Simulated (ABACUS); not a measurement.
Runs of ABACUS 3.10.1 on Ir. The cell holds a slab with vacuum, 5 atoms: a = 2.715 Å, b = 2.715 Å, c = 23.867 Å, α = 90.00°, β = 90.00°, γ = 120.00°. The slab is cut from a database's or a generator's crystal, which needn't be the stable form of the element.

```tsv
level	gap on the mesh (eV)	largest force (eV/Å)
SOGGA	none	0.56
RPBE	none	0.25
LDA	none	0.56
PBEsol	none	(a)
```

Alike in all rows: task single point; potentials or basis SG15 ONCV 1.2 PBE, DZP LCAO (the cutoffs set its grid); no spin polarisation; cell as given; k mesh 11 × 11 × 1; cutoff (eV) 1361; smearing fermi-dirac 0.05 eV.

Question: Estimate the missing entries.

Answer: (a) 0.40.

Caveats: the atomic orbitals were generated for these runs and aren't a published set; the potentials were made for another functional, which shifts forces and pressure; the basis of atomic orbitals isn't converged, which shifts pressures, moduli and gaps; confined orbitals describe the vacuum poorly, which shifts work functions (some runs).

A k mesh can miss the band edges, and the runs leave out spin-orbit coupling on Ir.

A gap of «none» marks a metal or a gap under the smearing width.

Runs at the PBE level aren't shown here.
